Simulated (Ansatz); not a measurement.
# C4H11Si: comparison of dispersion corrections, by script

Computed with the Python package of Ansatz 0.2.0. The levels of theory stand in the script.

### Step 1. Starting point

Bond lengths (14 of 15 bonds, heavy atoms first): C1–C2 1.537 Å, C2–C3 1.537 Å, C2–C4 1.537 Å, C2–Si5 1.889 Å, C1–H6 1.111 Å, C1–H7 1.112 Å, C1–H8 1.112 Å, C3–H9 1.112 Å, C3–H10 1.111 Å, C3–H11 1.112 Å, C4–H12 1.112 Å, C4–H13 1.112 Å, C4–H14 1.111 Å, Si5–H15 1.470 Å. Angles (14 of 27 angles, heavy atoms first): C1–C2–C3 109.9°, C1–C2–C4 109.9°, C1–C2–Si5 109.1°, C3–C2–C4 109.9°, C3–C2–Si5 109.1°, C4–C2–Si5 109.1°, C2–C1–H6 110.5°, C2–C1–H7 110.7°, C2–C1–H8 110.7°, C2–C3–H9 110.7°, C2–C3–H10 110.5°, C2–C3–H11 110.7°, C2–C4–H12 110.7°, C2–C4–H13 110.7°.

c4h11si.xyz, read by the script:

```xyz
16

C    -0.20910    1.16060    0.83430
C     0.01690   -0.07280   -0.05480
C     0.11110   -1.33530    0.81690
C    -1.14090   -0.21450   -1.05590
Si    1.63330    0.14050   -1.00780
H    -1.15630    1.05930    1.40690
H    -0.27280    2.08340    0.21770
H     0.62450    1.28010    1.56000
H     0.28230   -2.23560    0.18760
H    -0.83030   -1.48470    1.38850
H     0.94850   -1.25000    1.54310
H    -0.98750   -1.09890   -1.71170
H    -1.21830    0.68970   -1.69810
H    -2.10580   -0.34290   -0.51950
H     1.55470    1.34530   -1.84720
H     2.74940    0.27580   -0.06000
```

### Step 2. Script

Contents of disp.py:

```python
# -*- coding: utf-8 -*-
import ansatz as az


def main():
    system = az.Crystal.molecule_from_extxyz('c4h11si.xyz')

    job = (
        system.calculation()
        .basis(gaussian='def2-SVP')
        .spin('collinear', total=1)
    )
    for name in ['b3lyp', 'r2scan']:
        for correction in ('d3bj', 'd4'):
            summary = job.functional(name, dispersion=correction).run(threads=1).report
            print(f'{name:8s} {correction:5s} total {summary["free_energy_ev"]:.5f} eV, of which dispersion {1000 * summary["dispersion"]["energy"]["ev"]:.2f} meV')


if __name__ == '__main__':
    main()
```

### Step 3. Launch

Command:

```console
> python disp.py
```

**Question.** How long does this script take on 1 thread of Arm Neoverse V2, shared host, and how much memory does it need?

About 52 s, with a peak of 0.45 GiB.
